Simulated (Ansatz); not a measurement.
## Ir (distorted cell): a check of forces and pressure against finite differences, step by step

With Ansatz's Python interface.

Run as a notebook:

**Cell 1**
```python
import ansatz as az
import numpy as np

FUNCTIONAL = "pbesol"
FILLING = "cold"
CUTOFF = 540
MESH = (7, 7, 7)
TOLERANCE = 1e-09
```

**Cell 2**
```python
vectors0 = np.array([
    [0.00524, 1.90451, 2.02294],
    [1.90106, 0.03731, 1.99087],
    [1.92376, 1.89515, 0.0146],
])
sites = [
    ("Ir", [0.0, 0.0, 0.0]),
]
```

**Cell 3**
```python
def build(cell):
    crystal = az.Crystal(lattice=az.Lattice.of(cell))
    for symbol, position in sites:
        crystal = crystal.atom(symbol, position)
    return crystal

def solve(crystal):
    return (
        crystal.calculation()
        .functional(FUNCTIONAL)
        .occupations(FILLING)
        .basis(CUTOFF, xc_grid=2)
        .kpoints(*MESH)
        .scf(tolerance=TOLERANCE)
        .forces()
        .stress()
        .run(threads=1)
    ).report
```

**Cell 4**
```python
centre = solve(build(vectors0))
start = build(vectors0)
# central difference: F = -(E(+h) - E(-h)) / 2h
# P = -dF/dV; the difference feels the change of the plane-wave count with the cell
volume = abs(np.linalg.det(vectors0))
larger, smaller = (solve(build(vectors0 * (1 + sign * 0.005) ** (1 / 3)))["lagrangian_ev"] for sign in (1, -1))
numerical = -(larger - smaller) / (0.01 * volume) * 160.21766
print(f"pressure: analytic {np.trace(centre['stress_gpa']) / 3:.3f}, numerical {numerical:.3f} GPa")
```
Output:
```text
DeckWarning: output.stress: scf.convergence.dr2_threshold = 1e-9 eV is looser than the 1e-10 eV advised for a printed stress (1e-10 eV for each atom of the cell: 1). What an SCF threshold leaves in a stress goes as its square root, and in the free energy as the threshold itself, and one threshold admits the most on a small cell: of the crystals measured, under no hybrid functional and no lock of [...]
pressure: analytic -8.449, numerical -8.441 GPa
```

Reading the output:
- The settings weren't tested for convergence.
- For a metal this k-point mesh is coarse: on a finer one energies can move by several to tens of meV an atom and pressures by half a GPa or more, differences at one mesh by less.
- Of the deposited cell: the entry's cell lengths or inner coordinates differ somewhat from later room-temperature determinations.
- Pressure is positive in compression.
- Spin-orbit coupling, which matters for elements this heavy, is left out.
- The cell is a database structure, distorted on purpose.
- Warnings are shown shortened and without file and line.
- The central difference errs as the square of the step, so the shorter step is the fairer test; what remains comes from the finite grid and the SCF threshold.
- It ran for 7.2 s on 1 thread of Arm Neoverse V1 (shared host), peak memory 0.39 GiB.
